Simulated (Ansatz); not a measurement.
A nudged elastic band was laid between two geometries of a periodic cell of 17 atoms, LiSi16 (host Si, host structure diamond, interstitial Li), cell charge +1.

Level of theory: DFT PBE, scalar-relativistic, plane waves, PAW (Ansatz). Settings: PAW set soft_1, cutoff 420 eV, k mesh 2x2x2, gaussian smearing 0.02 eV, no spin polarisation.

* movable images: 3
* climbing image: yes
* spring: 5.0 eV/Å²
* optimiser: fire
* start path: IDPP
* force threshold: 0.05 eV/Å
* iteration limit: 80
* end points: relaxed

Image 0:

```xyz
17
Lattice="0.0000 5.4300 5.4300 5.4300 0.0000 5.4300 5.4300 5.4300 0.0000" Properties=species:S:1:pos:R:3
Si 0.020 -0.002 0.000
Si 1.347 1.364 1.366
Si 2.713 2.691 -0.001
Si 4.095 4.045 1.382
Si 2.713 -0.003 2.693
Si 4.095 1.380 4.047
Si 5.428 2.712 2.714
Si 6.760 4.045 4.047
Si -0.002 2.713 2.715
Si 1.347 4.061 4.063
Si 2.713 5.428 2.736
Si 4.080 6.794 4.063
Si 2.713 2.734 5.430
Si 4.080 4.061 6.796
Si 5.407 5.428 5.429
Si 6.761 6.810 6.812
Li 8.143 5.427 5.429
```

Image 4:

Only the atoms that move by more than 0.05 Å are listed.
```
Li17 6.782 4.064 6.786
```

**Question.** Which bonds break or form, and what moves?

**Answer.** Contacts lost: Si1–Li17, Si5–Li17, Si6–Li17, Si13–Li17. Contacts made: Si2–Li17, Si9–Li17, Si10–Li17, Si14–Li17. The atom that moves furthest is Li17, by 2.36 Å; four of its nearest neighbours are Si8 2.39, Si4 2.39, Si16 2.39, Si6 2.39 Å at the first end and Si9 2.39, Si3 2.39, Si15 2.39, Si11 2.40 Å at the last.

**Question.** What energy profile does the band end with?

**Answer.** The run converged. The highest image is number 2 of 0 to 4, 0.59 eV above the ends, which have the same energy within 2 meV. By the program's own check the climbing image is of a kind that is not told: the force calls were inconclusive, a negative curvature could not be distinguished from the path's own, the only one lies far off the path, or fixed occupations may fill a level only in part (lowest curvatures found: -2.17 and 0.84 eV/Å²). Limits of this set-up: a small cell, in which the defect meets its images, charged cell in a uniform background, uncorrected.

| image | path coordinate (Å) | energy (eV) | Si1–Li17 (Å) | Si5–Li17 (Å) | Si6–Li17 (Å) |
| --- | --- | --- | --- | --- | --- |
| 0 | 0.00 | 0.00 | 2.74 | 2.74 | 2.39 |
| 1 | 0.63 | 0.26 | 3.07 | 3.07 | 2.76 |
| 2 | 1.25 | 0.59 | 3.52 | 3.53 | 3.37 |
| 3 | 1.88 | 0.26 | 4.03 | 4.03 | 4.04 |
| 4 | 2.51 | 0.00 | 4.49 | 4.49 | 4.69 |

**Question.** What is the geometry of the highest image?

**Answer.** 
```xyz
17
Lattice="0.0000 5.4300 5.4300 5.4300 0.0000 5.4300 5.4300 5.4300 0.0000" Properties=species:S:1:pos:R:3
Si 0.007 -0.034 0.028
Si 1.385 1.344 1.325
Si 2.766 2.649 -0.051
Si 4.138 4.017 1.412
Si 2.683 -0.034 2.702
Si 3.982 1.266 4.158
Si 5.328 2.612 2.819
Si 6.734 4.020 4.010
Si 0.086 2.800 2.624
Si 1.386 4.100 4.079
Si 2.768 5.483 2.783
Si 4.172 6.888 3.971
Si 2.682 2.720 5.458
Si 4.061 4.099 6.755
Si 5.363 5.482 5.378
Si 6.732 6.854 6.842
Li 7.466 4.752 6.110
```

Run time: 6.6 min on 1 thread of Intel(R) Xeon(R) Platinum 8375C CPU @ 2.90GHz (Ice Lake), with other jobs on the host, peak memory 0.82 GiB.
